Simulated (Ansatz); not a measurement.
# H4O2Se2Ti: one molecule under many settings

Aim: run H4O2Se2Ti under a spread of inputs, and see what each costs and gives.

The runs use Ansatz 0.2.0, Gaussian basis; the settings change from run to run.

## (1) The geometry

An earlier PBE0-D4 in a triple-zeta def2 set relaxation fixed the geometry.

SMILES `[OH][Ti]([OH])([SeH])[SeH]`, 9 atoms, charge 0, spin multiplicity 1.

Atoms are counted from 1 here; the program's logs count them from 0.

Bond lengths: O1–Ti2 1.769 Å, O1–H6 0.957 Å, Ti2–O3 1.766 Å, Ti2–Se4 2.438 Å, Ti2–Se5 2.433 Å, O3–H7 0.958 Å, Se4–H8 1.471 Å, Se5–H9 1.472 Å. Angles: Ti2–O1–H6 141.3°, O1–Ti2–O3 115.6°, O1–Ti2–Se4 108.2°, O1–Ti2–Se5 109.7°, O3–Ti2–Se4 109.6°, O3–Ti2–Se5 103.2°, Se4–Ti2–Se5 110.4°, Ti2–O3–H7 141.8°, Ti2–Se4–H8 89.5°, Ti2–Se5–H9 91.1°.

## (2) B2PLYP/cc-pVTZ

Options: a point charge of -1.00 e beside it, high accuracy.

Contents of in.yaml:

```yaml
crystal:
  periodic: [false, false, false]
  atoms:
    - {symbol: O, position_ang: [0.185852, 0.919285, -1.296419]}
    - {symbol: Ti, position_ang: [0.300879, -0.137622, 0.117553]}
    - {symbol: O, position_ang: [1.939018, -0.510998, 0.660742]}
    - {symbol: Se, position_ang: [-0.888056, -2.207289, -0.378479]}
    - {symbol: Se, position_ang: [-0.688202, 0.965694, 2.046972]}
    - {symbol: H, position_ang: [-0.025286, 1.820218, -1.540281]}
    - {symbol: H, position_ang: [2.857790, -0.336907, 0.454741]}
    - {symbol: H, position_ang: [-1.582777, -1.529704, -1.483543]}
    - {symbol: H, position_ang: [-2.010819, 0.971025, 1.401613]}
basis:
  gaussian: {orbitals: cc-pVTZ, point_charges: [{charge: -1.00, position_ang: [7.534, 0.102, 0.279]}]}
hamiltonian: {xc: {name: B2PLYP}}
accuracy: high
output: {forces: true}
```

Command:

```sh
$ ansatz run in.yaml --threads 4 --pin off --events-out ev --progress --plain --max-ram 11315MiB
```

The program printed, shortened:

```text
Functional definition: B2PLYP
  name "B2PLYP"
  cite "Grimme, J. Chem. Phys. 124, 034108 (2006) doi:10.1063/1.2148954"
  cite "Becke, Phys. Rev. A 38, 3098 (1988) doi:10.1103/PhysRevA.38.3098"
  cite "Lee, Yang & Parr, Phys. Rev. B 37, 785 (1988) doi:10.1103/PhysRevB.37.785"
[...]
4651 factors; integrals over basis functions are off by at most 6.5e-9 eV
[...]
mean field -157942.88771064 eV, -5804.2940658318 hartree, gradient 9.8e-8 eV, S^2 0.000000; 0 other end points of the search recorded, 0 dependent functions left out
25 core orbitals not correlated: weight in the atoms' cores, before any rotation towards them, 1.000 or more for the frozen orbitals, at most 0.000 for the correlated occupied ones
reference -157942.88774162 eV, -5804.2940669701 hartree; 30, 30 occupied and 215, 215 virtual orbitals, 4651 factors
second order -47.63613910 eV of doubles, -0.00000000 eV of singles
[...]
Total energy: -157955.74949918 eV, -5804.7667278424 hartree
Atom 0 at     0.185852     0.919285    -1.296419 Å, force    -0.124607     0.243353    -0.423514 eV/Å
Atom 1 at     0.300879    -0.137622     0.117553 Å, force     0.294059    -0.178616     0.255150 eV/Å
Atom 2 at     1.939018    -0.510998     0.660742 Å, force    -0.277253    -0.083170     0.093929 eV/Å
Atom 3 at    -0.888056    -2.207289    -0.378479 Å, force    -0.192766    -0.249145    -0.152176 eV/Å
Atom 4 at    -0.688202     0.965694     2.046972 Å, force    -0.189794     0.141619     0.206486 eV/Å
Atom 5 at    -0.025286     1.820218    -1.540281 Å, force     0.042307     0.108577    -0.048435 eV/Å
Atom 6 at     2.857790    -0.336907     0.454741 Å, force     0.467277     0.047638    -0.030221 eV/Å
Atom 7 at    -1.582777    -1.529704    -1.483543 Å, force     0.026685    -0.038454     0.069275 eV/Å
Atom 8 at    -2.010819     0.971025     1.401613 Å, force     0.058538     0.005890     0.035906 eV/Å
Dipole moment:     0.558829     0.479185    -0.390695 e Å
```

It took 2.4 min on 4 threads of Arm Neoverse V2, shared host; peak memory 2.8 GiB.

Largest force 0.504 eV/Å, dipole 4.00 D.

## (3) LC-wPBE/def2-SVP

Set apart from the defaults: high accuracy.

Edit in.yaml of step 2 so:

```diff
@@ -13,5 +13,4 @@
 basis:
-  gaussian: {orbitals: cc-pVTZ, point_charges: [{charge: -1.00, position_ang: [7.534, 0.102, 0.279]}]}
-hamiltonian: {xc: {name: B2PLYP}}
+  gaussian: {orbitals: def2-SVP}
+hamiltonian: {xc: {name: LC-wPBE}}
 accuracy: high
-output: {forces: true}
```

Same command.

The program printed, shortened:

```text
Functional definition: LC-wPBE
  name "LC-wPBE"
  cite "Vydrov & Scuseria, J. Chem. Phys. 125, 234109 (2006) doi:10.1063/1.2409292"
  cite "Heyd & Scuseria, J. Chem. Phys. 120, 7274 (2004) doi:10.1063/1.1668634"
  cite "Ernzerhof & Perdew, J. Chem. Phys. 109, 3313 (1998) doi:10.1063/1.476928"
  cite "Perdew, Burke & Ernzerhof, Phys. Rev. Lett. 77, 3865 (1996) doi:10.1103/PhysRevLett.77.3865"
  parent pbe
[...]
3045 factors; integrals over basis functions are off by at most 2.4e-8 eV
708 factors; integrals over basis functions are off by at most 2.5e-9 eV
[...]
mean field -157931.09747150 eV, -5803.8607825349 hartree, gradient 5.1e-8 eV, S^2 0.000000; 0 other end points of the search recorded, 0 dependent functions left out
reference -157931.09747150 eV, -5803.8607825349 hartree; 55, 55 occupied and 88, 88 virtual orbitals, 3045 factors
Total energy: -157931.09747150 eV, -5803.8607825349 hartree
```

Run time: 8.5 s. Hardware: 4 threads of Arm Neoverse V2, shared host; peak memory 0.72 GiB.

## (4) RPBE/def2-TZVPD

This run has atoms shaken by 0.08 Å, relativity set to none, high accuracy.

Contents of in.yaml:

```yaml
crystal:
  periodic: [false, false, false]
  atoms:
    - {symbol: O, position_ang: [0.295110, 0.899491, -1.370316]}
    - {symbol: Ti, position_ang: [0.167763, -0.245069, 0.148871]}
    - {symbol: O, position_ang: [1.951461, -0.461099, 0.598120]}
    - {symbol: Se, position_ang: [-0.853145, -2.172796, -0.401719]}
    - {symbol: Se, position_ang: [-0.607647, 0.974494, 1.939858]}
    - {symbol: H, position_ang: [-0.161095, 1.839776, -1.543657]}
    - {symbol: H, position_ang: [2.872119, -0.295397, 0.649813]}
    - {symbol: H, position_ang: [-1.457203, -1.602488, -1.377851]}
    - {symbol: H, position_ang: [-1.940755, 0.923576, 1.376275]}
basis:
  gaussian: {orbitals: def2-TZVPD}
hamiltonian: {xc: {name: RPBE}, pseudopotentials: {relativity: none}}
accuracy: high
output: {forces: true}
```

The command is unchanged.

The program printed, shortened:

```text
Functional definition: RPBE
  name "RPBE"
  cite "Hammer, Hansen & Nørskov, Phys. Rev. B 59, 7413 (1999) doi:10.1103/PhysRevB.59.7413"
  cite "Perdew, Burke & Ernzerhof, Phys. Rev. Lett. 77, 3865 (1996) doi:10.1103/PhysRevLett.77.3865"
[...]
4406 factors; integrals over basis functions are off by at most 8.9e-9 eV
[...]
mean field -157970.77735652 eV, -5805.3189914135 hartree, gradient 2.6e-8 eV, S^2 0.000000; 0 other end points of the search recorded, 0 dependent functions left out
[...]
reference -157970.77736346 eV, -5805.3189916686 hartree; 55, 55 occupied and 223, 223 virtual orbitals, 4406 factors
Total energy: -157970.77736346 eV, -5805.3189916686 hartree
Atom 0 at     0.295110     0.899491    -1.370316 Å, force    -1.852444     1.889620     0.346030 eV/Å
Atom 1 at     0.167763    -0.245069     0.148871 Å, force     4.684154     3.164856    -2.046846 eV/Å
Atom 2 at     1.951461    -0.461099     0.598120 Å, force    -3.024274    -0.647236     0.036590 eV/Å
Atom 3 at    -0.853145    -2.172796    -0.401719 Å, force     1.561839    -5.903501     4.487495 eV/Å
Atom 4 at    -0.607647     0.974494     1.939858 Å, force    -0.148411     1.044124     2.002629 eV/Å
Atom 5 at    -0.161095     1.839776    -1.543657 Å, force     1.359403    -2.893387     0.681665 eV/Å
Atom 6 at     2.872119    -0.295397     0.649813 Å, force     1.546090     0.373953    -0.037531 eV/Å
Atom 7 at    -1.457203    -1.602488    -1.377851 Å, force    -3.237218     3.003056    -5.229326 eV/Å
Atom 8 at    -1.940755     0.923576     1.376275 Å, force    -0.889140    -0.031485    -0.240705 eV/Å
Dipole moment:    -0.037402     0.253965    -0.103013 e Å
```

Run time: 29 s. Hardware: 4 threads of Arm Neoverse V2, shared host; peak memory 2.1 GiB.

Largest force 7.578 eV/Å, dipole 1.33 D.

## (5) B3LYP5/def2-TZVP

Options: relativity set to none, high accuracy.

Contents of in.yaml:

```yaml
crystal:
  periodic: [false, false, false]
  atoms:
    - {symbol: O, position_ang: [0.185852, 0.919285, -1.296419]}
    - {symbol: Ti, position_ang: [0.300879, -0.137622, 0.117553]}
    - {symbol: O, position_ang: [1.939018, -0.510998, 0.660742]}
    - {symbol: Se, position_ang: [-0.888056, -2.207289, -0.378479]}
    - {symbol: Se, position_ang: [-0.688202, 0.965694, 2.046972]}
    - {symbol: H, position_ang: [-0.025286, 1.820218, -1.540281]}
    - {symbol: H, position_ang: [2.857790, -0.336907, 0.454741]}
    - {symbol: H, position_ang: [-1.582777, -1.529704, -1.483543]}
    - {symbol: H, position_ang: [-2.010819, 0.971025, 1.401613]}
basis:
  gaussian: {orbitals: def2-TZVP}
hamiltonian: {xc: {name: B3LYP5}, pseudopotentials: {relativity: none}}
accuracy: high
```

Launched as before.

The program printed, shortened:

```text
Functional definition: B3LYP5
  name "B3LYP5"
  cite "Stephens, Devlin, Chabalowski & Frisch, J. Phys. Chem. 98, 11623 (1994) doi:10.1021/j100096a001"
  cite "Becke, Phys. Rev. A 38, 3098 (1988) doi:10.1103/PhysRevA.38.3098"
  cite "Lee, Yang & Parr, Phys. Rev. B 37, 785 (1988) doi:10.1103/PhysRevB.37.785"
  cite "Vosko, Wilk & Nusair, Can. J. Phys. 58, 1200 (1980) doi:10.1139/p80-159"
[...]
3862 factors; integrals over basis functions are off by at most 3.1e-8 eV
[...]
mean field -157971.73407389 eV, -5805.3541501281 hartree, gradient 8.1e-8 eV, S^2 0.000000; 0 other end points of the search recorded, 0 dependent functions left out
reference -157971.73411865 eV, -5805.3541517734 hartree; 55, 55 occupied and 172, 172 virtual orbitals, 3862 factors
Total energy: -157971.73411865 eV, -5805.3541517734 hartree
```

It took 19 s on 4 threads of Arm Neoverse V2, shared host; peak memory 1.6 GiB.

## (6) HF/pcseg-2

Edit in.yaml of step 5 so:

```diff
@@ -13,4 +13,4 @@
 basis:
-  gaussian: {orbitals: def2-TZVP}
-hamiltonian: {xc: {name: B3LYP5}, pseudopotentials: {relativity: none}}
-accuracy: high
+  gaussian: {orbitals: pcseg-2}
+hamiltonian: {xc: {name: HF}}
+output: {forces: true}
```

The command is unchanged.

The program printed, shortened:

```text
Functional definition: HF
  name "HF"
  cite "Fock, Z. Phys. 61, 126 (1930) doi:10.1007/BF01340294"
  parent pbe
[...]
2215 factors; their error is unknown
[...]
mean field -157837.41988714 eV, -5800.4181948065 hartree, gradient 2.0e-5 eV, S^2 0.000000; 0 other end points of the search recorded, 0 dependent functions left out
[...]
reference -157837.41988714 eV, -5800.4181948065 hartree; 55, 55 occupied and 203, 203 virtual orbitals, 2215 factors
Total energy: -157837.41988714 eV, -5800.4181948065 hartree
Atom 0 at     0.185852     0.919285    -1.296419 Å, force    -0.235818     1.075846    -0.196979 eV/Å
Atom 1 at     0.300879    -0.137622     0.117553 Å, force     0.503789     0.062014    -0.075719 eV/Å
Atom 2 at     1.939018    -0.510998     0.660742 Å, force     1.063900     0.345069    -0.428250 eV/Å
Atom 3 at    -0.888056    -2.207289    -0.378479 Å, force    -0.326844    -0.175660    -0.379086 eV/Å
Atom 4 at    -0.688202     0.965694     2.046972 Å, force    -0.453230     0.210204     0.159379 eV/Å
Atom 5 at    -0.025286     1.820218    -1.540281 Å, force     0.275982    -1.094417     0.245089 eV/Å
Atom 6 at     2.857790    -0.336907     0.454741 Å, force    -1.109221    -0.261209     0.299932 eV/Å
Atom 7 at    -1.582777    -1.529704    -1.483543 Å, force     0.075606    -0.213562     0.181990 eV/Å
Atom 8 at    -2.010819     0.971025     1.401613 Å, force     0.205836     0.051715     0.193646 eV/Å
Dipole moment:     0.293015     0.500380    -0.425700 e Å
```

Wall time 8 s (4 threads of Arm Neoverse V2, shared host); peak memory 1.2 GiB.

Largest force 1.198 eV/Å, dipole 3.46 D.

## (7) B97M-V/6-31G*

Options: high accuracy.

Edit in.yaml of step 6 so:

```diff
@@ -13,4 +13,5 @@
 basis:
-  gaussian: {orbitals: pcseg-2}
-hamiltonian: {xc: {name: HF}}
+  gaussian: {orbitals: "6-31G*"}
+hamiltonian: {xc: {name: B97M-V}}
+accuracy: high
 output: {forces: true}
```

Same command.

The program printed, shortened:

```text
Functional definition: B97M-V
  name "B97M-V"
  cite "Mardirossian & Head-Gordon, J. Chem. Phys. 142, 074111 (2015) doi:10.1063/1.4907719"
  cite "Becke, J. Chem. Phys. 107, 8554 (1997) doi:10.1063/1.475007"
  cite "Vydrov & Van Voorhis, J. Chem. Phys. 133, 244103 (2010) doi:10.1063/1.3521275"
  # Of w^i u^j: cxij and so on, Table III.
[...]
  gx(w, u) = cx00 + cx01*u + cx02*u^2 + (cx10 + cx11*u)*w
  gss(w, u) = css00 + css02*u^2 + css10*w + (css32*w^3 + css42*w^4)*u^2
  gos(w, u) = cos00 + cos01*u + cos03*u^3 + cos10*w + cos32*w^3*u^2
[...]
      + integral(e_c_pw_mod_opposite_spin*gos(b97_w_opposite, b97_u_opposite)) + vv10(b, c)
2905 factors; integrals over basis functions are off by at most 9.0e-9 eV
[...]
mean field -157929.80114383 eV, -5803.8131433718 hartree, gradient 6.5e-8 eV, S^2 0.000000; 0 other end points of the search recorded, 0 dependent functions left out
[...]
Total energy: -157929.80115405 eV, -5803.8131437472 hartree
Atom 0 at     0.185852     0.919285    -1.296419 Å, force     0.049723    -0.298840     0.021762 eV/Å
Atom 1 at     0.300879    -0.137622     0.117553 Å, force     0.236340     0.105859    -0.057842 eV/Å
Atom 2 at     1.939018    -0.510998     0.660742 Å, force    -0.261625    -0.081059     0.115582 eV/Å
Atom 3 at    -0.888056    -2.207289    -0.378479 Å, force     0.038063    -0.215191     0.108254 eV/Å
Atom 4 at    -0.688202     0.965694     2.046972 Å, force     0.154914     0.067062     0.174333 eV/Å
Atom 5 at    -0.025286     1.820218    -1.540281 Å, force    -0.056861     0.244983    -0.013691 eV/Å
Atom 6 at     2.857790    -0.336907     0.454741 Å, force     0.209717     0.075610    -0.099207 eV/Å
Atom 7 at    -1.582777    -1.529704    -1.483543 Å, force    -0.130902     0.085035    -0.181650 eV/Å
Atom 8 at    -2.010819     0.971025     1.401613 Å, force    -0.239367     0.016541    -0.067540 eV/Å
Dipole moment:     0.334876     0.528807    -0.458039 e Å
```

Wall time 57 s (4 threads of Arm Neoverse V2, shared host); peak memory 0.98 GiB.

Largest force 0.304 eV/Å, dipole 3.73 D.

## (8) revPBE0/def2-SVP

This run has atoms shaken by 0.03 Å.

Contents of in.yaml:

```yaml
crystal:
  periodic: [false, false, false]
  atoms:
    - {symbol: O, position_ang: [0.169046, 0.900481, -1.246355]}
    - {symbol: Ti, position_ang: [0.315683, -0.143953, 0.091701]}
    - {symbol: O, position_ang: [1.929522, -0.495157, 0.664944]}
    - {symbol: Se, position_ang: [-0.872968, -2.187761, -0.330958]}
    - {symbol: Se, position_ang: [-0.739676, 0.935079, 2.023361]}
    - {symbol: H, position_ang: [-0.012620, 1.809906, -1.552235]}
    - {symbol: H, position_ang: [2.839593, -0.390355, 0.463081]}
    - {symbol: H, position_ang: [-1.578795, -1.514778, -1.539490]}
    - {symbol: H, position_ang: [-2.023288, 1.023016, 1.453811]}
basis:
  gaussian: {orbitals: def2-SVP}
hamiltonian: {xc: {name: revPBE0}}
```

Launched as before.

The program printed, shortened:

```text
Functional definition: revPBE0
  name "revPBE0"
  cite "Zhang & Yang, Phys. Rev. Lett. 80, 890 (1998) doi:10.1103/PhysRevLett.80.890"
  cite "Adamo & Barone, J. Chem. Phys. 110, 6158 (1999) doi:10.1063/1.478522"
  cite "Perdew, Burke & Ernzerhof, Phys. Rev. Lett. 77, 3865 (1996) doi:10.1103/PhysRevLett.77.3865"
[...]
1431 factors; integrals over basis functions are off by at most 1.1e-3 eV
[...]
mean field -157942.49712707 eV, -5804.2797121502 hartree, gradient 3.4e-5 eV, S^2 0.000000; 0 other end points of the search recorded, 0 dependent functions left out
reference -157942.49720031 eV, -5804.2797148416 hartree; 55, 55 occupied and 88, 88 virtual orbitals, 1431 factors
Total energy: -157942.49720031 eV, -5804.2797148416 hartree
```

It took 3.1 s on 4 threads of Arm Neoverse V2, shared host.

## (9) B3LYP/aug-cc-pVTZ

Contents of in.yaml:

```yaml
crystal:
  periodic: [false, false, false]
  atoms:
    - {symbol: O, position_ang: [0.185852, 0.919285, -1.296419]}
    - {symbol: Ti, position_ang: [0.300879, -0.137622, 0.117553]}
    - {symbol: O, position_ang: [1.939018, -0.510998, 0.660742]}
    - {symbol: Se, position_ang: [-0.888056, -2.207289, -0.378479]}
    - {symbol: Se, position_ang: [-0.688202, 0.965694, 2.046972]}
    - {symbol: H, position_ang: [-0.025286, 1.820218, -1.540281]}
    - {symbol: H, position_ang: [2.857790, -0.336907, 0.454741]}
    - {symbol: H, position_ang: [-1.582777, -1.529704, -1.483543]}
    - {symbol: H, position_ang: [-2.010819, 0.971025, 1.401613]}
basis:
  gaussian: {orbitals: aug-cc-pVTZ}
hamiltonian: {xc: {name: B3LYP}}
output: {forces: true}
```

Same command.

The program printed, shortened:

```text
Functional definition: B3LYP
  name "B3LYP"
  cite "Stephens, Devlin, Chabalowski & Frisch, J. Phys. Chem. 98, 11623 (1994) doi:10.1021/j100096a001"
  cite "Becke, Phys. Rev. A 38, 3098 (1988) doi:10.1103/PhysRevA.38.3098"
  cite "Lee, Yang & Parr, Phys. Rev. B 37, 785 (1988) doi:10.1103/PhysRevB.37.785"
  cite "Vosko, Wilk & Nusair, Can. J. Phys. 58, 1200 (1980) doi:10.1139/p80-159"
[...]
2310 factors; their error is unknown
[...]
mean field -157986.38276362 eV, -5805.8924795468 hartree, gradient 5.7e-5 eV, S^2 0.000000; 0 other end points of the search recorded, 0 dependent functions left out
[...]
reference -157986.38309475 eV, -5805.8924917154 hartree; 55, 55 occupied and 340, 340 virtual orbitals, 2310 factors
Total energy: -157986.38309475 eV, -5805.8924917154 hartree
Atom 0 at     0.185852     0.919285    -1.296419 Å, force    -0.004876     0.232062    -0.379046 eV/Å
Atom 1 at     0.300879    -0.137622     0.117553 Å, force    -0.215584    -0.093431     0.125786 eV/Å
Atom 2 at     1.939018    -0.510998     0.660742 Å, force     0.411903    -0.128629     0.165568 eV/Å
Atom 3 at    -0.888056    -2.207289    -0.378479 Å, force    -0.092875    -0.268827    -0.039109 eV/Å
Atom 4 at    -0.688202     0.965694     2.046972 Å, force    -0.059968     0.129697     0.242621 eV/Å
Atom 5 at    -0.025286     1.820218    -1.540281 Å, force    -0.017072     0.098181    -0.053218 eV/Å
Atom 6 at     2.857790    -0.336907     0.454741 Å, force     0.104317     0.010643    -0.010332 eV/Å
Atom 7 at    -1.582777    -1.529704    -1.483543 Å, force    -0.051203    -0.001783    -0.052589 eV/Å
Atom 8 at    -2.010819     0.971025     1.401613 Å, force    -0.074642     0.022086     0.000318 eV/Å
Dipole moment:     0.292000     0.441267    -0.361560 e Å
```

Run time: 27 s. Hardware: 4 threads of Arm Neoverse V2, shared host; peak memory 2.7 GiB.

Largest force 0.462 eV/Å, dipole 3.08 D.

## (10) The runs in one table

```csv
level,charge,multiplicity,geometry,functions,energy (eV),time
B2PLYP/cc-pVTZ,0,1,"relaxed, point charge",270,-157955.749,2.4 min
LC-wPBE/def2-SVP,0,1,relaxed,143,-157931.097,8.5 s
RPBE/def2-TZVPD,0,1,shaken,278,-157970.777,29 s
B3LYP5/def2-TZVP,0,1,relaxed,227,-157971.734,19 s
HF/pcseg-2,0,1,relaxed,258,-157837.420,8 s
B97M-V/6-31G*,0,1,relaxed,144,-157929.801,57 s
revPBE0/def2-SVP,0,1,shaken,143,-157942.497,3.1 s
B3LYP/aug-cc-pVTZ,0,1,relaxed,395,-157986.383,27 s
```

## (11) Summary of results

```
                                         quantity                    value
                                             runs                        8
                                         quickest  revPBE0/def2-SVP, 3.1 s
                                          slowest  B2PLYP/cc-pVTZ, 2.4 min
spread of total energies, same state and geometry                 149.0 eV
                  dipole, same state and geometry           3.08 to 3.73 D
```

What this shows: B2PLYP/cc-pVTZ took 46 times as long as revPBE0/def2-SVP. The jobs differ in tasks and options as well as level. The totals spread over 149 eV; they can't be compared across methods or bases. At the PBE0-D4/def2-TZVP geometry and in the same state, the sound runs without point charges leave forces up to 1.20 eV/Å (HF/pcseg-2), against 7.6 eV/Å where the atoms were moved. At that geometry and state the dipole changes by 21 % between the lowest and highest value.
